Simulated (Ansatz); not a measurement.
# Sn13H20 off sphere (Sn₁₂GeH₂₀): a spread of methods and bases

Aim: run Sn13H20 off sphere (Sn₁₂GeH₂₀) under a spread of inputs, and see what each costs and gives.

Method: the settings change from run to run; program: Ansatz 0.2.0, Gaussian basis.

1 further run of the same task is left out (set aside as unsound or not needed).

## (1) The molecule

An earlier PBE-D4/def2-SVP relaxation fixed the geometry. Sn takes a core potential in def2 sets; no spin-orbit term is included.

33 atoms, charge 0, spin multiplicity 1.

Atoms are counted from 1 here; the program's logs count them from 0.

Bond lengths: Sn1–Sn9 2.819 Å, Sn1–Sn10 2.817 Å, Sn1–H14 1.738 Å, Sn1–H15 1.737 Å, Sn2–Sn8 2.810 Å, Sn2–Sn11 2.810 Å, Sn2–H16 1.738 Å, Sn2–H17 1.736 Å, Sn3–Sn9 2.815 Å, Sn3–Sn12 2.815 Å, Sn3–H18 1.739 Å, Sn3–H19 1.736 Å, Sn4–Sn8 2.819 Å, Sn4–Sn9 2.818 Å, Sn4–Ge13 2.644 Å, Sn4–H20 1.744 Å, Sn5–Sn10 2.816 Å, Sn5–Ge13 2.644 Å and more. Angles: Sn9–Sn1–Sn10 108.2°, Sn9–Sn1–H14 110.5°, Sn9–Sn1–H15 110.3°, Sn10–Sn1–H14 110.6°, Sn10–Sn1–H15 109.9°, H14–Sn1–H15 107.3°, Sn8–Sn2–Sn11 109.4°, Sn8–Sn2–H16 111.1°, Sn8–Sn2–H17 108.9°, Sn11–Sn2–H16 111.1°, Sn11–Sn2–H17 108.8°, H16–Sn2–H17 107.5°, Sn9–Sn3–Sn12 108.3°, Sn9–Sn3–H18 109.3°, Sn9–Sn3–H19 111.3°, Sn12–Sn3–H18 109.3°, Sn12–Sn3–H19 111.3°, H18–Sn3–H19 107.4° and more.

## (2) revPBE0/def2-SVPD

Set apart from the defaults: unrestricted orbitals, density fitting with def2-universal-jkfit.

The input, in.yaml:

```yaml
crystal:
  periodic: [false, false, false]
  atoms:
    - {symbol: Sn, position_ang: [0.806939, -4.062781, 0.596301]}
    - {symbol: Sn, position_ang: [-2.627246, 2.628254, -2.574800]}
    - {symbol: Sn, position_ang: [0.925429, -0.926822, -2.706866]}
    - {symbol: Sn, position_ang: [-2.355702, -0.747905, 0.557110]}
    - {symbol: Sn, position_ang: [0.681174, -0.681650, 3.684450]}
    - {symbol: Sn, position_ang: [0.746317, 2.355231, 0.558380]}
    - {symbol: Sn, position_ang: [4.061378, -0.804000, 0.597372]}
    - {symbol: Sn, position_ang: [-4.101380, 0.857421, -0.966219]}
    - {symbol: Sn, position_ang: [-0.789704, -2.438860, -1.064334]}
    - {symbol: Sn, position_ang: [2.381439, -2.381108, 2.217290]}
    - {symbol: Sn, position_ang: [-0.859190, 4.102510, -0.963201]}
    - {symbol: Sn, position_ang: [2.436251, 0.790032, -1.064915]}
    - {symbol: Ge, position_ang: [-0.779739, 0.777803, 2.033705]}
    - {symbol: H, position_ang: [1.813857, -5.108515, -0.359137]}
    - {symbol: H, position_ang: [-0.194460, -5.075764, 1.590790]}
    - {symbol: H, position_ang: [-3.679977, 3.680832, -3.471346]}
    - {symbol: H, position_ang: [-1.705105, 1.709860, -3.723835]}
    - {symbol: H, position_ang: [1.998378, -1.998545, -3.557535]}
    - {symbol: H, position_ang: [0.032501, -0.034248, -3.899020]}
    - {symbol: H, position_ang: [-3.286048, -1.747012, 1.642806]}
    - {symbol: H, position_ang: [-0.366121, -1.616149, 4.709155]}
    - {symbol: H, position_ang: [1.615929, 0.367643, 4.706893]}
    - {symbol: H, position_ang: [1.745895, 3.283483, 1.645409]}
    - {symbol: H, position_ang: [5.110177, -1.809329, -0.356437]}
    - {symbol: H, position_ang: [5.070853, 0.200147, 1.592657]}
    - {symbol: H, position_ang: [-5.145165, -0.137395, -1.935328]}
    - {symbol: H, position_ang: [-5.112260, 1.778850, 0.104667]}
    - {symbol: H, position_ang: [-1.837752, -3.425283, -2.047107]}
    - {symbol: H, position_ang: [3.338377, -3.337623, 3.315355]}
    - {symbol: H, position_ang: [0.135923, 5.147307, -1.931109]}
    - {symbol: H, position_ang: [-1.780864, 5.111936, 0.108725]}
    - {symbol: H, position_ang: [3.422179, 1.838154, -2.048096]}
    - {symbol: H, position_ang: [-1.704781, 1.702027, 2.896718]}
basis:
  gaussian: {orbitals: def2-SVPD, fitting: {mean_field: def2-universal-jkfit}}
magnetization: {spin_polarized: true, initial_magnetization: 0}
hamiltonian: {xc: {name: revPBE0}}
scf: {omitted_lower_state_checks: [starts]}
```

Command:

```sh
ansatz run in.yaml --threads 2 --pin off --events-out ev --progress --plain --max-ram 32768MiB --backend cuda --devices 0, --max-vram 18GiB
```

Output:

```text
Functional definition: revPBE0
  name "revPBE0"
  cite "Zhang & Yang, Phys. Rev. Lett. 80, 890 (1998) doi:10.1103/PhysRevLett.80.890"
  cite "Adamo & Barone, J. Chem. Phys. 110, 6158 (1999) doi:10.1063/1.478522"
  cite "Perdew, Burke & Ernzerhof, Phys. Rev. Lett. 77, 3865 (1996) doi:10.1103/PhysRevLett.77.3865"
  parameter a = 0.25
  parameter kappa = 1.245
  parameter beta = 0.06672455060314922
  exchange = (1 - a)*pbe_x(kappa = kappa, mu = beta*pi^2/3) + a*exact_x
  correlation = pbe_c(beta = beta)
these checks for a lower state are left out or cut short: starts
3242 factors; integrals over basis functions are off by at most 3.4e-1 eV
mean field evaluation 1: about -126828.2329 eV, gradient 1.8e1 eV
mean field evaluation 2: about -126827.9304 eV, gradient 1.8e1 eV
mean field evaluation 4: about -126829.9570 eV, gradient 1.2e0 eV
mean field evaluation 8: about -126829.9614 eV, gradient 3.4e-2 eV
mean field -126829.96141470 eV, -4660.9151135549 hartree, gradient 3.7e-5 eV, S^2 0.000000; 0 other end points of the search recorded, 0 dependent functions left out
reference -126829.96152989 eV, -4660.9151177877 hartree; 158, 158 occupied and 424, 424 virtual orbitals, 3242 factors
Total energy: -126829.96152989 eV, -4660.9151177877 hartree
Checks for a lower state left out: starts
```

Wall time 15 s (1 × H100 (card shared with other runs) with 2 threads of AMD EPYC 7R13, shared host).

⟨S²⟩ 0.000.

## (3) PBEsol/def2-mTZVP

Options: density fitting with def2-universal-jkfit, D4 dispersion, the search for lower states set to off.

in.yaml, as its differences from that of step 2:

```diff
@@ -37,5 +37,4 @@
 basis:
-  gaussian: {orbitals: def2-SVPD, fitting: {mean_field: def2-universal-jkfit}}
-magnetization: {spin_polarized: true, initial_magnetization: 0}
-hamiltonian: {xc: {name: revPBE0}}
-scf: {omitted_lower_state_checks: [starts]}
+  gaussian: {orbitals: def2-mTZVP, fitting: {mean_field: def2-universal-jkfit}}
+hamiltonian: {xc: {name: PBEsol}, dispersion: d4}
+scf: {lower_state_search: off}
```

Same command.

Output (excerpt; [...] marks lines left out):

```text
Functional definition: PBEsol
  name "PBEsol"
  cite "Perdew et al., Phys. Rev. Lett. 100, 136406 (2008) doi:10.1103/PhysRevLett.100.136406"
  cite "Perdew, Burke & Ernzerhof, Phys. Rev. Lett. 77, 3865 (1996) doi:10.1103/PhysRevLett.77.3865"
  parent pbesol
[...]
3242 factors; integrals over basis functions are off by at most 6.3e-1 eV
[...]
mean field -126698.12517735 eV, -4656.0702211940 hartree, gradient 5.7e-6 eV, S^2 0.000000; 0 other end points of the search recorded, 0 dependent functions left out
reference -126698.12532182 eV, -4656.0702265031 hartree; 158, 158 occupied and 370, 370 virtual orbitals, 3242 factors
Total energy: -126699.03536709 eV, -4656.1036700499 hartree
Checks for a lower state left out: stability, starts, cluster_reference, orbital_swaps, neighbouring_geometries, increment
```

Run time: 8 s. Hardware: 1 × H100 (card shared with other runs) with 2 threads of AMD EPYC 7R13, shared host.

## (4) r2SCANh/def2-SVPD

Set apart from the defaults: atoms shaken by 0.03 Å, density fitting with def2-universal-jkfit, D3(BJ) dispersion.

The input, in.yaml:

```yaml
crystal:
  periodic: [false, false, false]
  atoms:
    - {symbol: Sn, position_ang: [0.758448, -4.042425, 0.553419]}
    - {symbol: Sn, position_ang: [-2.601561, 2.628416, -2.619071]}
    - {symbol: Sn, position_ang: [0.983726, -0.955081, -2.747239]}
    - {symbol: Sn, position_ang: [-2.377045, -0.747509, 0.545694]}
    - {symbol: Sn, position_ang: [0.643596, -0.717803, 3.675846]}
    - {symbol: Sn, position_ang: [0.712648, 2.375054, 0.534955]}
    - {symbol: Sn, position_ang: [4.050748, -0.809804, 0.561034]}
    - {symbol: Sn, position_ang: [-4.109339, 0.823858, -0.978141]}
    - {symbol: Sn, position_ang: [-0.792773, -2.436107, -1.119988]}
    - {symbol: Sn, position_ang: [2.405428, -2.405093, 2.238551]}
    - {symbol: Sn, position_ang: [-0.844241, 4.086419, -0.939370]}
    - {symbol: Sn, position_ang: [2.430400, 0.829718, -1.033826]}
    - {symbol: Ge, position_ang: [-0.750743, 0.755765, 1.978154]}
    - {symbol: H, position_ang: [1.805050, -5.138510, -0.349386]}
    - {symbol: H, position_ang: [-0.138227, -5.097783, 1.634653]}
    - {symbol: H, position_ang: [-3.670136, 3.693585, -3.477016]}
    - {symbol: H, position_ang: [-1.695546, 1.762055, -3.696588]}
    - {symbol: H, position_ang: [1.984237, -2.064188, -3.583684]}
    - {symbol: H, position_ang: [0.033256, -0.084268, -3.930100]}
    - {symbol: H, position_ang: [-3.295450, -1.786722, 1.608995]}
    - {symbol: H, position_ang: [-0.389163, -1.590302, 4.760536]}
    - {symbol: H, position_ang: [1.619814, 0.358416, 4.701953]}
    - {symbol: H, position_ang: [1.766746, 3.277321, 1.633480]}
    - {symbol: H, position_ang: [5.162425, -1.857244, -0.349633]}
    - {symbol: H, position_ang: [5.041985, 0.208622, 1.572647]}
    - {symbol: H, position_ang: [-5.142786, -0.162200, -1.935609]}
    - {symbol: H, position_ang: [-5.127488, 1.771647, 0.133997]}
    - {symbol: H, position_ang: [-1.858739, -3.429676, -2.019664]}
    - {symbol: H, position_ang: [3.319567, -3.315002, 3.270152]}
    - {symbol: H, position_ang: [0.137769, 5.161465, -1.931035]}
    - {symbol: H, position_ang: [-1.769445, 5.128467, 0.102434]}
    - {symbol: H, position_ang: [3.452146, 1.789981, -2.102163]}
    - {symbol: H, position_ang: [-1.744748, 1.706529, 2.817187]}
basis:
  gaussian: {orbitals: def2-SVPD, fitting: {mean_field: def2-universal-jkfit}}
hamiltonian: {xc: {name: r2SCANh}, dispersion: d3bj}
```

Launched as before.

Output (excerpt; [...] marks lines left out):

```text
Warning: the engine holds no damping parameters fitted to this dispersion correction and functional, so the run takes those fitted to r2scanh beside the three-body term, which d3bj leaves out (hamiltonian.dispersion, under Limitations)
Functional definition: r2SCANh
  name "r2SCANh"
  cite "Bursch, Neugebauer, Ehlert & Grimme, J. Chem. Phys. 156, 134105 (2022) doi:10.1063/5.0086040"
  cite "Furness, Kaplan, Ning, Perdew & Sun, J. Phys. Chem. Lett. 11, 8208 (2020) doi:10.1021/acs.jpclett.0c02405"
  cite "Furness, Kaplan, Ning, Perdew & Sun, J. Phys. Chem. Lett. 11, 9248 (2020) doi:10.1021/acs.jpclett.0c03077"
  parent r2scan
[...]
3242 factors; integrals over basis functions are off by at most 3.5e-1 eV
[...]
mean field -126841.76973072 eV, -4661.3490611643 hartree, gradient 4.9e-5 eV, S^2 0.000000; 0 other end points of the search recorded, 0 dependent functions left out
reference -126841.76976542 eV, -4661.3490624398 hartree; 158, 158 occupied and 424, 424 virtual orbitals, 3242 factors
Total energy: -126842.55311264 eV, -4661.3778499191 hartree
```

It took 12 s on 1 × H100 (card shared with other runs) with 2 threads of AMD EPYC 7R13, shared host.

## (5) wB97M-V/def2-SVP

Set apart from the defaults: density fitting with def2-universal-jkfit.

The input, in.yaml:

```yaml
crystal:
  periodic: [false, false, false]
  atoms:
    - {symbol: Sn, position_ang: [0.806939, -4.062781, 0.596301]}
    - {symbol: Sn, position_ang: [-2.627246, 2.628254, -2.574800]}
    - {symbol: Sn, position_ang: [0.925429, -0.926822, -2.706866]}
    - {symbol: Sn, position_ang: [-2.355702, -0.747905, 0.557110]}
    - {symbol: Sn, position_ang: [0.681174, -0.681650, 3.684450]}
    - {symbol: Sn, position_ang: [0.746317, 2.355231, 0.558380]}
    - {symbol: Sn, position_ang: [4.061378, -0.804000, 0.597372]}
    - {symbol: Sn, position_ang: [-4.101380, 0.857421, -0.966219]}
    - {symbol: Sn, position_ang: [-0.789704, -2.438860, -1.064334]}
    - {symbol: Sn, position_ang: [2.381439, -2.381108, 2.217290]}
    - {symbol: Sn, position_ang: [-0.859190, 4.102510, -0.963201]}
    - {symbol: Sn, position_ang: [2.436251, 0.790032, -1.064915]}
    - {symbol: Ge, position_ang: [-0.779739, 0.777803, 2.033705]}
    - {symbol: H, position_ang: [1.813857, -5.108515, -0.359137]}
    - {symbol: H, position_ang: [-0.194460, -5.075764, 1.590790]}
    - {symbol: H, position_ang: [-3.679977, 3.680832, -3.471346]}
    - {symbol: H, position_ang: [-1.705105, 1.709860, -3.723835]}
    - {symbol: H, position_ang: [1.998378, -1.998545, -3.557535]}
    - {symbol: H, position_ang: [0.032501, -0.034248, -3.899020]}
    - {symbol: H, position_ang: [-3.286048, -1.747012, 1.642806]}
    - {symbol: H, position_ang: [-0.366121, -1.616149, 4.709155]}
    - {symbol: H, position_ang: [1.615929, 0.367643, 4.706893]}
    - {symbol: H, position_ang: [1.745895, 3.283483, 1.645409]}
    - {symbol: H, position_ang: [5.110177, -1.809329, -0.356437]}
    - {symbol: H, position_ang: [5.070853, 0.200147, 1.592657]}
    - {symbol: H, position_ang: [-5.145165, -0.137395, -1.935328]}
    - {symbol: H, position_ang: [-5.112260, 1.778850, 0.104667]}
    - {symbol: H, position_ang: [-1.837752, -3.425283, -2.047107]}
    - {symbol: H, position_ang: [3.338377, -3.337623, 3.315355]}
    - {symbol: H, position_ang: [0.135923, 5.147307, -1.931109]}
    - {symbol: H, position_ang: [-1.780864, 5.111936, 0.108725]}
    - {symbol: H, position_ang: [3.422179, 1.838154, -2.048096]}
    - {symbol: H, position_ang: [-1.704781, 1.702027, 2.896718]}
basis:
  gaussian: {orbitals: def2-SVP, fitting: {mean_field: def2-universal-jkfit}}
hamiltonian: {xc: {name: wB97M-V}}
output: {forces: true}
```

Same command.

Output (excerpt; [...] marks lines left out):

```text
Functional definition: wB97M-V
  name "wB97M-V"
  cite "Mardirossian & Head-Gordon, J. Chem. Phys. 144, 214110 (2016) doi:10.1063/1.4952647"
  cite "Becke, J. Chem. Phys. 107, 8554 (1997) doi:10.1063/1.475007"
  cite "Vydrov & Van Voorhis, J. Chem. Phys. 133, 244103 (2010) doi:10.1063/1.3521275"
  # Of w^i u^j: cxij and so on, Table III.
[...]
  gx(w, u) = 1 - cx + cx01*u + cx10*w
  gss(w, u) = css00 + css04*u^4 + css10*w + css20*w^2 + css43*w^4*u^3
  gos(w, u) = cos00 + cos10*w + (cos20 + cos21*u)*w^2 + (cos60 + cos61*u)*w^6
[...]
      + integral(e_c_pw_mod_opposite_spin*gos(b97_w_opposite, b97_u_opposite)) + vv10(b, c)
3242 factors; integrals over basis functions are off by at most 3.4e-1 eV
3242 factors; integrals over basis functions are off by at most 3.4e-7 eV
[...]
Atom 23 at     5.110177    -1.809329    -0.356437 Å, force    -0.227823     0.192115     0.180886 eV/Å
Atom 24 at     5.070853     0.200147     1.592657 Å, force    -0.215560    -0.187452    -0.190560 eV/Å
Atom 25 at    -5.145165    -0.137395    -1.935328 Å, force     0.226960     0.190252     0.190177 eV/Å
Atom 26 at    -5.112260     1.778850     0.104667 Å, force     0.208878    -0.180536    -0.196759 eV/Å
Atom 27 at    -1.837752    -3.425283    -2.047107 Å, force     0.221634     0.209592     0.209099 eV/Å
Atom 28 at     3.338377    -3.337623     3.315355 Å, force    -0.204229     0.204506    -0.235879 eV/Å
Atom 29 at     0.135923     5.147307    -1.931109 Å, force    -0.191125    -0.227447     0.190953 eV/Å
Atom 30 at    -1.780864     5.111936     0.108725 Å, force     0.179923    -0.208117    -0.197096 eV/Å
Atom 31 at     3.422179     1.838154    -2.048096 Å, force    -0.209533    -0.221423     0.209380 eV/Å
Atom 32 at    -1.704781     1.702027     2.896718 Å, force     0.193072    -0.192775    -0.185363 eV/Å
Dipole moment:    -0.019240     0.018178    -0.037527 e Å
```

Run time: 14 s. Hardware: 1 × H100 (card shared with other runs) with 2 threads of AMD EPYC 7R13, shared host; peak host memory 2.3 GiB.

Largest force 0.373 eV/Å, dipole 0.22 D.

## (6) All runs side by side

```
            level  charge  multiplicity  geometry  functions  energy (eV)  time
revPBE0/def2-SVPD       0             1   relaxed        582  -126829.962  15 s
PBEsol/def2-mTZVP       0             1   relaxed        528  -126699.035   8 s
r2SCANh/def2-SVPD       0             1    shaken        582  -126842.553  12 s
 wB97M-V/def2-SVP       0             1   relaxed        444  -126798.786  14 s
```

## (7) Summary of results

| quantity | value |
| --- | --- |
| runs | 4 |
| quickest | PBEsol/def2-mTZVP, 8 s |
| slowest | revPBE0/def2-SVPD, 15 s |
| spread of total energies, same state and geometry | 130.9 eV |

The times lie within a factor of two. Total energies at one charge and spin differ by 131 eV between levels, so only differences within one level mean anything. At the PBE-D4/def2-SVP geometry and in the same state, runs without warnings or point charges leave forces up to 0.37 eV/Å (wB97M-V/def2-SVP).
